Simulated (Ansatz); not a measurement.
# Ga2Ge: one candidate of a structure search, part 2 of 2

Aim: relax a trial structure of Ga2Ge and see where it ends.

Ansatz 0.2.0; DFT PBE, scalar-relativistic, plane waves, PAW. Earlier steps stand in the parts before.

## 4. Full relaxation

The end of the coarse run is made exact in the group found at a tolerance of 0.06 Å and reduced to its primitive cell.

input.yaml reads:

```yaml
crystal:
  lattice:
    - [0.0, 3.906619181, 3.906619181]
    - [3.906619181, 0.0, 3.906619181]
    - [3.906619181, 3.906619181, 0.0]
  atoms:
    - { symbol: Ga, position: [0.625, 0.625, 0.625] }
    - { symbol: Ga, position: [0.125, 0.625, 0.625] }
    - { symbol: Ga, position: [0.625, 0.625, 0.125] }
    - { symbol: Ga, position: [0.625, 0.125, 0.625] }
    - { symbol: Ge, position: [0.25, 0.25, 0.25] }
    - { symbol: Ge, position: [0.0, 0.0, 0.0] }
basis:
  ecutwfc: 420
kpoints:
  mp_grid: { grid: [8, 8, 8] }
hamiltonian:
  xc: pbe
scf:
  occupations: { method: gaussian, width: 0.1 }
output:
  forces: true
  stress: true
  eigenvalues: true
  write_density: true
  write_potential: true
  elf: true
  volumetric_format: npy
relax:
  adjacent_minimum: "off"
  f_tol: 0.01
  max_steps: 80
  cell: { stress_tol: 0.05 }
```

Started as:

```console
$ ansatz run input.yaml --threads 1 --pin off --max-ram 2048MiB --backend cpu --events-out ev --progress --plain --runs-dir out
```

Standard output (excerpt; [...] marks lines left out):

```text
Warning: RAYON_NUM_THREADS=1 ignored (pool sized by the plan → 1); use --threads N
[...]
Pseudopotentials: kind: paw
Pseudopotential: Ga, paw, valence charge 13, recommended cutoff 420 eV (normal), Ga.paw.azcp
Pseudopotential: Ge, paw, valence charge 14, recommended cutoff 420 eV (normal), Ge.paw.azcp
Functional definition: PBE
[...]
Crystal: 6 atoms, lattice volume = 119.243 Å³
Basis set: ecut = 420 eV, 2277 PW (Γ), exchange–correlation on 80×80×80 points (8 copies of the dense FFT grid, shifted against one another)
Bands: 48, of which v1, the nominal top of the filled ones, is band 40 counted from 1 (39 counted from 0)
Symmetry: 48 space group operations
Space group: Fd-3m (ITA 227), of the structure as read, at distance tolerance 4.9e-5 Å
k-points: 29 of 512
[...]
SCF iter   1: F=—  HF=-23720.683849 eV  |F-HF|=—  |Δ(HF+E_count)|=         —  Δρ=1.04e-3  dr2=1.32e-3  ethr=1.77e-3  ⟨swp⟩=6.0  Hψ=5035  notcnv=0  defer=1
[...]
--- Band table (eV; the first three rows and the last of 29) ---
[...]
--- Relaxed structure (2 steps of the walk, 2 accepted, 1 SCFs on fresh bases) ---
  F+E_penalty+E_count = -23720.68231325 eV   max|allowed force component| = 1.253e-17 eV/Å   (the final SCF, on the basis selected at the relaxed cell)
  cell:  # Å, volume = 118.4997 Å³
    - [-8.916901057567282e-35, 3.898484343115458, 3.898484343115458]
    - [3.898484343115458, -1.401227309046287e-34, 3.898484343115458]
    - [3.898484343115458, 3.898484343115458, 2.547686016447795e-35]
  atoms:
    - { symbol: Ga, position: [0.6249999999999999, 0.6249999999999999, 0.6249999999999999] }
    - { symbol: Ga, position: [0.1250000000000001, 0.6249999999999999, 0.6249999999999999] }
    - { symbol: Ga, position: [0.6249999999999999, 0.6249999999999999, 0.1250000000000001] }
    - { symbol: Ga, position: [0.6249999999999999, 0.1250000000000001, 0.6249999999999999] }
    - { symbol: Ge, position: [0.24999999999999997, 0.24999999999999997, 0.24999999999999997] }
    - { symbol: Ge, position: [3.697436047300324e-35, -7.805698322078459e-35, -3.714553806778566e-35] }
```

It took 59 s on 1 thread of Arm Neoverse N1, shared host; peak memory 0.46 GiB.

The steps of the relaxation:

```
step  energy from step 1 (eV/cell)  largest force component (eV/Å)  pressure (GPa)  volume (Å³)
   1                        0.0000                          0.0000           -0.33       119.24
   2                       -0.0010                          0.0000           -0.02       118.50
   3                       -0.0008                          0.0000           -0.02       118.50
```

Step 1 is the start. Step 3 repeats the geometry before it on a plane-wave basis chosen anew for that cell, so its energy need not be comparable with the rows above.

Lengths and angles in the start's conventional setting:

|  | before | after | change |
| --- | --- | --- | --- |
| a (Å) | 7.813 | 7.797 | -0.2 % |
| b (Å) | 7.813 | 7.797 | -0.2 % |
| c (Å) | 7.813 | 7.797 | -0.2 % |
| volume (Å³/atom) | 19.87 | 19.75 | -0.6 % |
| shortest distance (Å) | 2.762 | 2.757 | -0.2 % |
| space group (0.01 Å) | Fd-3m | Fd-3m | same |

The run keeps the 48 symmetry operations of the start, so it could not have lowered the symmetry.

Axes a, b and c in the maps are those of this run's conventional cell (a, b, c = 7.797, 7.797, 7.797 Å).

Density in a lattice plane of the grid's cell (edges 7.80 and 7.80 Å, at 0.125 of the third edge), which holds Ga.

Ten even steps from ' ' (0.09 e/Å³) to '@' (34.42 e/Å³):
```
                                                
                --@@--                          
                --@@--                          
                                                
                                                
                                                
    --@@--                                      
    --@@--                                      
                                                
                                                
                                                
                                        --@@--  
                                        --@@--  
                                                
                                                
                                                
                            --@@--              
                            --@@--              
                                                
                                                
```
Columns run along the first of these edges and rows up along the second, over one cell in 24 and 20 even steps from the bottom left corner. Atoms in the plane (fractional): Ga at (0.12, 0.62), Ga at (0.62, 0.12), Ga at (0.38, 0.87), Ga at (0.87, 0.38).

ELF in the same plane.

Values, 12 rows by 12 columns:
```
0.44 0.37 0.24 0.29 0.10 0.10 0.30 0.28 0.24 0.23 0.21 0.38
0.23 0.24 0.28 0.30 0.10 0.10 0.29 0.24 0.37 0.44 0.38 0.21
0.30 0.29 0.30 0.40 0.30 0.29 0.30 0.23 0.44 0.44 0.44 0.23
0.29 0.10 0.10 0.30 0.28 0.24 0.23 0.21 0.38 0.44 0.37 0.24
0.30 0.10 0.10 0.29 0.24 0.37 0.44 0.38 0.21 0.23 0.24 0.28
0.40 0.30 0.29 0.30 0.23 0.44 0.44 0.44 0.23 0.30 0.29 0.30
0.30 0.28 0.24 0.23 0.21 0.38 0.44 0.37 0.24 0.29 0.10 0.10
0.29 0.24 0.37 0.44 0.38 0.21 0.23 0.24 0.28 0.30 0.10 0.10
0.30 0.23 0.44 0.44 0.44 0.23 0.30 0.29 0.30 0.40 0.30 0.29
0.23 0.21 0.38 0.44 0.37 0.24 0.29 0.10 0.10 0.30 0.28 0.24
0.44 0.38 0.21 0.23 0.24 0.28 0.30 0.10 0.10 0.29 0.24 0.37
0.44 0.44 0.23 0.30 0.29 0.30 0.40 0.30 0.29 0.30 0.23 0.44
```
Columns run along the first of these edges and rows up along the second, over one cell in 12 and 12 even steps from the bottom left corner. Atoms in the plane (fractional): Ga at (0.12, 0.62), Ga at (0.62, 0.12), Ga at (0.38, 0.87), Ga at (0.87, 0.38).

Both are smooth fields of the valence electrons: close to the nuclei they are not physical.

Maxima of ELF outside the ion cores: 0.45 beside Ge, off the lines to its neighbours, 1.1 Å from Ge.

## 5. Changing settings: ecutrho_ratio 9

input.yaml reads:

```yaml
crystal:
  lattice:
    - [0.0, 3.8984843431, 3.8984843431]
    - [3.8984843431, 0.0, 3.8984843431]
    - [3.8984843431, 3.8984843431, 0.0]
  atoms:
    - { symbol: Ga, position: [0.625, 0.625, 0.625] }
    - { symbol: Ga, position: [0.125, 0.625, 0.625] }
    - { symbol: Ga, position: [0.625, 0.625, 0.125] }
    - { symbol: Ga, position: [0.625, 0.125, 0.625] }
    - { symbol: Ge, position: [0.25, 0.25, 0.25] }
    - { symbol: Ge, position: [0.0, 0.0, 0.0] }
basis:
  ecutwfc: 420
  ecutrho_ratio: 9
kpoints:
  mp_grid: { grid: [8, 8, 8] }
hamiltonian:
  xc: pbe
scf:
  occupations: { method: gaussian, width: 0.1 }
output:
  forces: true
  eigenvalues: true
  stress: true
```

Started as:

```console
$ ansatz run input.yaml --threads 1 --pin off --max-ram 2048MiB --backend cpu --events-out ev --progress --plain --runs-dir out
```

Standard output (excerpt; [...] marks lines left out):

```text
Warning: RAYON_NUM_THREADS=1 ignored (pool sized by the plan → 1); use --threads N
[...]
[... 4 set-up lines as earlier in the session ...]
[...]
Crystal: 6 atoms, lattice volume = 118.500 Å³
Basis set: ecut = 420 eV, 2277 PW (Γ), exchange–correlation on 120×120×120 points (8 copies of the dense FFT grid, shifted against one another)
Bands: 48, of which v1, the nominal top of the filled ones, is band 40 counted from 1 (39 counted from 0)
[... 2 set-up lines as earlier in the session ...]
k-points: 29 of 512
[...]
SCF iter   1: F=—  HF=-23720.684574 eV  |F-HF|=—  |Δ(HF+E_count)|=         —  Δρ=1.12e-3  dr2=1.48e-3  ethr=1.77e-3  ⟨swp⟩=5.9  Hψ=5040  notcnv=0  defer=1
[...]
SCF iter   7: F=-23720.682274 eV  HF=-23720.682274 eV  |F-HF|=1.24e-10  |Δ(HF+E_count)|=   1.61e-7  Δρ=2.82e-6  dr2=9.87e-9  ethr=1.25e-10  ⟨swp⟩=4.3  Hψ=5186  notcnv=0
[...]
SCF converged after 7 iterations
Free energy (F): -23720.682274 eV
[...]
E sigma→0 (E₀):  -23720.674066 eV
Entropy (-TS):   -0.016415 eV (-2.736 meV/atom)
Fermi energy:    9.513075 eV
[...]
--- Forces (eV/Å), atoms counted from 1 ---
  atom   1  Ga     0.00000000    -0.00000000     0.00000000
  atom   2  Ga     0.00000000    -0.00000000    -0.00000000
  atom   3  Ga     0.00000000    -0.00000000     0.00000000
  atom   4  Ga     0.00000000    -0.00000000    -0.00000000
  atom   5  Ge     0.00000000    -0.00000000    -0.00000000
  atom   6  Ge    -0.00000000     0.00000000    -0.00000000
[...]
--- Stress (GPa, compression-positive) ---
       -0.017267       0.000000      -0.000000
        0.000000      -0.017267       0.000000
       -0.000000      -0.000000      -0.017267
  P = ⅓ Tr σ = -0.0173 GPa (-0.173 kbar)
--- Band table (eV; the first three rows and the last of 29) ---
[...]
```

Wall time 18 s (1 thread of Arm Neoverse N1, shared host); peak memory 0.59 GiB.

| run | ending | energy change | pressure (GPa) | gap (eV) | force (eV/Å) | cycles | time |
| --- | --- | --- | --- | --- | --- | --- | --- |
| step 4 | converged | 0 | 0.0 | 0.00 | 0.00 | - | 59 s |
| variant | converged | 0.0 meV/atom | 0.0 | 0.00 | 0.00 | 7 | 18 s |

Changing the numerical grids hardly moves the energy: 0.0 meV/atom.

## 6. Summary of results

This closing draws on all 2 parts. Changes of volume or cell count from the first structure of part 1.

| quantity | value |
| --- | --- |
| symmetry at the end (tolerance 0.05 Å) | space group Fd-3m (No. 227) |
| conventional cell | a = 7.797 Å, b = 7.797 Å, c = 7.797 Å, α = 90.00°, β = 90.00°, γ = 90.00° |
| volume | 19.75 Å³/atom |
| energy over the elements | +0.23 eV/atom |
| gap on the mesh | none (metal) |

**Reading.** The space group Fd-3m (No. 227) is kept, and the volume per atom shrinks by 20.1 % from the first guess. The formation energy is positive, so the separate elements lie lower. No finished test with a distortion of lower symmetry is shown, so the end may be a saddle point.
